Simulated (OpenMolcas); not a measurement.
**CHBrF2 (bromodifluoromethane): levels of theory compared**

Wanted: a comparison of 6 runs (B3LYP/6-31G*, B2PLYP/aug-cc-pVDZ, BHLYP/aug-cc-pVDZ, r2SCAN/aug-cc-pVDZ, revPBE/aug-cc-pVDZ) of CHBrF2 (bromodifluoromethane). 

Program for the calculation: OpenMolcas 26.06.

1 further run of the same task is left out (set aside as unsound or not needed).

### 1 The structure to begin with

CHBrF2 has 5 atoms, charge 0, and is taken as a singlet. As SMILES, `FC(F)Br`. Geometry: relaxed at PBE0-D4/def2-TZVP.

Bond lengths: F1–C2 1.332 Å, C2–F3 1.332 Å, C2–Br4 1.938 Å, C2–H5 1.090 Å. Angles: F1–C2–F3 108.5°, F1–C2–Br4 109.7°, F3–C2–Br4 109.7°, F1–C2–H5 110.3°, F3–C2–H5 110.3°, Br4–C2–H5 108.2°.

### 2 Energy and gradient at B3LYP/6-31G(d) (spherical functions) (run 1)

coord.xyz reads:

```xyz
5

F      0.174340    -0.623850     1.201130
C      0.141760     0.019230     0.034970
F      0.707870    -0.753840    -0.890480
Br    -1.695370     0.389750    -0.456680
H      0.671400     0.968700     0.111060
```

calc.inp reads:

```
&gateway
baslib=$CurrDir
coord=coord.xyz
basis=6-31Gs
group=NoSym
&seward
gridinput
Grid=UltraFine
End of Grid
&scf
ksdft=B3LYP
thresholds=1e-10 1e-07 1e-07 1e-05
prorbitals=1 2
&alaska
```

The basis set 6-31G* is read from a file made from the Basis Set Exchange's data (not shown).

Run with:

```console
export MOLCAS_MEM=1860
pymolcas calc.inp > calc.log
```

What it wrote:

```text
--- Start Module: gateway ---
[...]
--- Stop Module: gateway /rc=_RC_ALL_IS_WELL_ ---
[...]
      Basis functions           76
[...]
--- Start Module: scf ---
[...]
       Convergence after  15 Iterations
[...]
::    Total KS-DFT energy                           -2812.2443872180
[...]
      Total spin, S                                     0.0000000000
[...]
      Total electronic charge=   60.000000
      Total            charge=   -0.000000
[...]
      Dipole Moment (debye):
      Origin of the operator (angstrom)=   -0.8825    0.0446   -0.2279
                   X=  8.6812E-01               Y=  1.0717E+00               Z=  1.5489E-01           Total=  1.3879E+00
      Quadrupole Moment (debye*angstrom):
[...]
--- Stop Module: scf /rc=_RC_ALL_IS_WELL_ ---
[...]
--- Start Module: alaska ---
[...]
 *              Molecular gradients               *
 **************************************************
  Irreducible representation: a
 ------------------------------------------------------------------------------------------
                              X                       Y                       Z
 ------------------------------------------------------------------------------------------
  F1                7.49605515085960E-04    3.54228756691555E-03   -8.75045587898526E-03
  C2               -7.61898554554286E-03   -5.01205104966873E-03   -1.62472322508833E-03
  F3               -3.40969015497450E-03    4.55182193870662E-03    7.56199155472537E-03
  BR4               1.04219367766163E-02   -2.03648298828618E-03    2.78479290807176E-03
  H5               -1.42866591171575E-04   -1.04557546770856E-03    2.83946412467651E-05
 ------------------------------------------------------------------------------------------
--- Stop Module: alaska /rc=_RC_ALL_IS_WELL_ ---
[...]
```

Run time: 17 s. Hardware: 1 thread of Arm Neoverse V2, shared host; peak memory 0.43 GiB.

### 3 Energy and forces at B3LYP/6-31G(d) (Cartesian functions) (run 2)

input.xyz reads:

```xyz
5

F      0.174340    -0.623850     1.201130
C      0.141760     0.019230     0.034970
F      0.707870    -0.753840    -0.890480
Br    -1.695370     0.389750    -0.456680
H      0.671400     0.968700     0.111060
```

test.inp reads:

```
&GATEWAY
BasLib
$CurrDir
Coord
input.xyz
Basis
6-31Gs
Group
NoSym
&SEWARD
GridInput
Grid=UltraFine
End of Grid
&SCF
KSDFT
B3LYP
Thresholds
1e-10 1e-07 1e-07 1e-05
PrOrbitals
1 2
&ALASKA
```

The basis set 6-31G* is read from a file made from the Basis Set Exchange's data (not shown).

Run with:

```console
export MOLCAS_MEM=1860
pymolcas test.inp > test.log
```

What it wrote:

```text
--- Start Module: gateway ---
[...]
--- Stop Module: gateway /rc=_RC_ALL_IS_WELL_ ---
[...]
      Basis functions           82
[...]
--- Start Module: scf ---
[...]
       Convergence after  14 Iterations
[...]
::    Total KS-DFT energy                           -2812.2558634919
[...]
      Total spin, S                                     0.0000000000
[...]
      Total electronic charge=   60.000000
      Total            charge=   -0.000000
[...]
      Dipole Moment (debye):
      Origin of the operator (angstrom)=   -0.8825    0.0446   -0.2279
                   X=  8.7571E-01               Y=  1.0642E+00               Z=  1.5729E-01           Total=  1.3872E+00
      Quadrupole Moment (debye*angstrom):
[...]
--- Stop Module: scf /rc=_RC_ALL_IS_WELL_ ---
[...]
--- Start Module: alaska ---
[...]
 *              Molecular gradients               *
 **************************************************
  Irreducible representation: a
 ------------------------------------------------------------------------------------------
                              X                       Y                       Z
 ------------------------------------------------------------------------------------------
  F1                6.55186065942281E-04    3.81354033717152E-03   -8.98843271142979E-03
  C2               -7.68148775651945E-03   -5.50492261351998E-03   -1.61006476147074E-03
  F3               -3.59816666887980E-03    4.84599443446143E-03    7.69269504232994E-03
  BR4               1.08037282609175E-02   -2.11101141881365E-03    2.88680924530738E-03
  H5               -1.79259901353479E-04   -1.04360073931975E-03    1.89931852120351E-05
 ------------------------------------------------------------------------------------------
--- Stop Module: alaska /rc=_RC_ALL_IS_WELL_ ---
[...]
```

Run time: 19 s. Hardware: 1 thread of Arm Neoverse V2, shared host; peak memory 0.46 GiB.

Runs 3 to 5 aren't shown in full; the table further down has their settings and results.

### 4 Energy and forces at revPBE/aug-cc-pVDZ (run 6)

coord.xyz is that of step 2.

job.input reads:

```
* CHBrF2 Kohn-Sham DFT
>>> EXPORT MOLCAS_PRINT=2

&GATEWAY
 BasLib=$CurrDir
 Coord=coord.xyz
 Basis=aug-cc-pVDZ
 Group=NoSym

&SEWARD
 GridInput
 Grid=UltraFine
 End of Grid

&SCF
 KSDFT=revPBE
 Thresholds=1e-10 1e-07 1e-07 1e-05
 PrOrbitals=0

&ALASKA
```

The basis set aug-cc-pVDZ is read from a file made from the Basis Set Exchange's data (not shown).

Run with:

```console
export MOLCAS_MEM=1860
pymolcas job.input > job.log
```

What it wrote:

```text
--- Start Module: gateway ---
[...]
--- Stop Module: gateway /rc=_RC_ALL_IS_WELL_ ---
[...]
      Basis functions          114
[...]
--- Start Module: scf ---
[...]
       Convergence after  14 Iterations
[...]
::    Total KS-DFT energy                           -2812.2508421203
[...]
      Total spin, S                                     0.0000000000
[...]
      Total electronic charge=   60.000000
      Total            charge=   -0.000000
[...]
      Dipole Moment (debye):
      Origin of the operator (angstrom)=   -0.8825    0.0446   -0.2279
                   X=  7.1330E-01               Y=  1.0788E+00               Z=  1.1496E-01           Total=  1.2984E+00
      Quadrupole Moment (debye*angstrom):
[...]
--- Stop Module: scf /rc=_RC_ALL_IS_WELL_ ---
[...]
--- Start Module: alaska ---
[...]
 *              Molecular gradients               *
 **************************************************
  Irreducible representation: a
 ------------------------------------------------------------------------------------------
                              X                       Y                       Z
 ------------------------------------------------------------------------------------------
  F1               -7.96396289424628E-04    1.35673215276295E-02   -2.70451958245630E-02
  C2                4.67080310655632E-03   -1.70298083913734E-02    2.25605219148761E-03
  F3               -1.32018774227802E-02    1.65861551183539E-02    2.15944073196503E-02
  BR4               1.45962213022983E-02   -3.48277698725674E-03    3.93950586657965E-03
  H5               -5.26875069647481E-03   -9.64089126730450E-03   -7.44769553173208E-04
 ------------------------------------------------------------------------------------------
--- Stop Module: alaska /rc=_RC_ALL_IS_WELL_ ---
[...]
```

Wall time 44 s (1 thread of Arm Neoverse V2, shared host); peak memory 0.69 GiB.

### 5 Overview of the runs

| run | level | Cartesian functions | task | energy (Eh) | dipole moment (D) | HOMO energy (eV) | LUMO energy (eV) | wall time |
| --- | --- | --- | --- | --- | --- | --- | --- | --- |
| 1 | B3LYP/6-31G* (spherical functions) | no | gradient | -2812.244387 | 1.39 | -8.36 | -0.59 | 17 s |
| 2 | B3LYP/6-31G* (Cartesian functions) | yes | gradient | -2812.255863 | 1.39 | -8.36 | -0.61 | 19 s |
| 3 | B2PLYP/aug-cc-pVDZ | no | energy | -2811.948391 | 1.48 | -10.02 | 0.23 | 32 s |
| 4 | BHLYP/aug-cc-pVDZ | no | gradient | -2812.437796 | 1.47 | -10.09 | 0.04 | 42 s |
| 5 | r2SCAN/aug-cc-pVDZ | no | gradient | -2812.428418 | 1.37 | -7.85 | -1.43 | 58 s |
| 6 | revPBE/aug-cc-pVDZ | no | gradient | -2812.250842 | 1.30 | -7.46 | -1.60 | 44 s |

### 6 Results

| quantity | value |
| --- | --- |
| run 6: total energy | -2812.25084 Eh |
| run 6: dipole moment | 1.30 D |
| run 6: HOMO energy | -7.46 eV |
| run 6: LUMO energy | -1.60 eV |
| run 6: HOMO–LUMO gap | 5.86 eV |
| run 6: largest force on an atom | 1.556 eV/Å |

What this shows: The dipole moment (its size) runs from 1.30 D (revPBE/aug-cc-pVDZ) to 1.48 D (B2PLYP/aug-cc-pVDZ). A double hybrid's value is that of its SCF part. The HOMO–LUMO gap runs from 5.86 eV (revPBE/aug-cc-pVDZ) to 10.25 eV (B2PLYP/aug-cc-pVDZ). For B2PLYP the log adds the whole second-order term; the table takes 0.27 of it, as the functional is defined. Totals of different functionals can't be ranked against each other. All runs together took 3.5 min, the longest 58 s.
